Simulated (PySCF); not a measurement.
# GeB⁺ (triplet) at other levels of theory

Aim: see what other levels and later steps give for GeB⁺ (triplet).

The runs use PySCF 2.14.0; each script names its method and basis.

7 further runs of the same task are left out: 7 that didn't finish.

## 1. The starting structure

GeB⁺ (triplet): 2 atoms, charge 1, spin multiplicity 3.

Bond lengths: Ge1–B2 1.971 Å.

## 2. The base run

The input, input.py:

```python
from pyscf import gto, dft

mol = gto.M(
    atom='Ge 0 0 0; B 0 0 1.971',
    basis='ano-rcc-vdzp',
    charge=1,
    spin=2,
    symmetry=True,
    verbose=4,
)
mf = dft.ROKS(mol, xc='b3pw91')
mf = mf.sfx2c1e()
mf.kernel()
mf.dip_moment()
print('orbital energies (hartree):', mf.mo_energy[..., max(0, mol.nelec[1]-3):mol.nelec[0]+3].round(4))
```

Started as:

```sh
> OMP_NUM_THREADS=1 python input.py
```

Its log is not repeated here.

Base result: E(SCF) = -2123.185179 Eh, 9 cycles.

The bond length is a typed value, not an optimised one. The dipole of an ion depends on the origin. The triplet is typed in the script; nothing here shows that it is the ground state.

## 3. Tpssh

Variant 1 changes functional: b3pw91 → tpssh.

The input, input.py:

```python
from pyscf import gto, dft

mol = gto.M(
    atom='Ge 0 0 0; B 0 0 1.971',
    basis='ano-rcc-vdzp',
    charge=1,
    spin=2,
    symmetry=True,
    verbose=4,
)
mf = dft.ROKS(mol, xc='tpssh')
mf = mf.sfx2c1e()
mf.kernel()
mf.dip_moment()
print('orbital energies (hartree):', mf.mo_energy[..., max(0, mol.nelec[1]-3):mol.nelec[0]+3].round(4))
```

Started as:

```sh
> OMP_NUM_THREADS=1 python input.py
```

## 4. Pbe0

Variant 2 changes functional: b3pw91 → pbe0.

Edit input.py of step 2 so:

```diff
@@ -10,3 +10,3 @@
 )
-mf = dft.ROKS(mol, xc='b3pw91')
+mf = dft.ROKS(mol, xc='pbe0')
 mf = mf.sfx2c1e()
```

## 5. RKS

Variant 3 changes SCF type: ROKS → RKS.

Edit input.py of step 2 so:

```diff
@@ -10,3 +10,3 @@
 )
-mf = dft.ROKS(mol, xc='b3pw91')
+mf = dft.RKS(mol, xc='b3pw91')
 mf = mf.sfx2c1e()
```

Q: Predict the outcome of this session. Wanted: for each run, E(SCF); from base.

As calculated:

```csv
run,E(SCF) (hartree),from base (eV),cycles
base,-2123.185179,0,9
tpssh,-2123.143335,not comparable,9
pbe0,-2122.881859,not comparable,9
RKS,-2123.185179,0.0000,9
```

In words: The SCF energy stays the same, to the digits that matter, with RKS. Total energies of different functionals can't be compared with each other; differences within one functional can.
